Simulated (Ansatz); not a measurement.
# ClFH8N2Si: the cost of one run

Method: RKS BHLYP-D4/def2-SVP, in Ansatz 0.2.0.

### 1 The system as given

Bond lengths: Si1–Cl2 2.488 Å, Si1–H3 1.474 Å, Si1–H4 1.451 Å, Si1–N5 1.704 Å, Si1–F7 2.002 Å, N5–H10 1.005 Å, N5–H11 1.003 Å, N9–H12 1.007 Å, N9–H13 1.006 Å. Angles: Cl2–Si1–H3 84.5°, Cl2–Si1–H4 109.1°, Cl2–Si1–N5 112.1°, Cl2–Si1–F7 83.6°, H3–Si1–H4 106.2°, H3–Si1–N5 99.0°, H3–Si1–F7 167.9°, H4–Si1–N5 133.1°, H4–Si1–F7 79.8°, N5–Si1–F7 83.5°, Si1–N5–H10 122.8°, Si1–N5–H11 120.9°, H10–N5–H11 112.7°, H12–N9–H13 112.4°.

Structure file:

```xyz
13

Si   -1.3269   -0.2127   -0.8761
Cl    0.6224   -1.7592   -0.8434
H    -1.5875   -0.7977   -2.2032
H    -2.3583   -0.7285    0.0046
N    -0.8888    1.3620   -1.3591
H     0.4763    0.1329    1.3644
F    -0.6064    0.3765    0.8965
H     1.5280   -1.1421    0.5269
N     1.6934   -0.3638    1.5949
H    -0.7097    2.1033   -0.7041
H    -1.1133    1.7006   -2.2758
H     2.4714    0.2593    1.4551
H     1.7993   -0.9306    2.4192
```

### 2 A restrained relaxation towards end A

Springs on the bonds that form and break draw the guess towards this end; the thresholds are loose.

Input file input.yaml:

```yaml
crystal:
  periodic: [false, false, false]
  atoms:
    - { symbol: Si, position_ang: [-1.3269, -0.2127, -0.8761] }
    - { symbol: Cl, position_ang: [0.6224, -1.7592, -0.8434] }
    - { symbol: H, position_ang: [-1.5875, -0.7977, -2.2032] }
    - { symbol: H, position_ang: [-2.3583, -0.7285, 0.0046] }
    - { symbol: "N", position_ang: [-0.8888, 1.362, -1.3591] }
    - { symbol: H, position_ang: [0.4763, 0.1329, 1.3644] }
    - { symbol: F, position_ang: [-0.6064, 0.3765, 0.8965] }
    - { symbol: H, position_ang: [1.528, -1.1421, 0.5269] }
    - { symbol: "N", position_ang: [1.6934, -0.3638, 1.5949] }
    - { symbol: H, position_ang: [-0.7097, 2.1033, -0.7041] }
    - { symbol: H, position_ang: [-1.1133, 1.7006, -2.2758] }
    - { symbol: H, position_ang: [2.4714, 0.2593, 1.4551] }
    - { symbol: H, position_ang: [1.7993, -0.9306, 2.4192] }
basis:
  gaussian: { orbitals: def2-SVP }
hamiltonian:
  xc: { name: BHLYP }
  dispersion: d4
relax:
  f_tol: 0.15
  max_steps: 25
  restrain:
    - { distance: [0, 6], at: 2.98, k: 30.0 }
    - { distance: [5, 8], at: 2.32, k: 30.0 }
    - { distance: [7, 1], at: 2.63, k: 30.0 }
    - { distance: [0, 1], at: 2.13, k: 30.0 }
    - { distance: [5, 6], at: 0.88, k: 30.0 }
    - { distance: [7, 8], at: 1.02, k: 30.0 }
```

Started as:

```
> ansatz run input.yaml --threads 2 --pin off --max-ram 3072MiB --backend cpu --events-out ev --progress --plain --runs-dir out
```

Q: Estimate wall time and peak memory on 2 threads of Intel Xeon 6975P-C (Granite Rapids), shared host.

About 23 s, with a peak of 0.3 GiB.
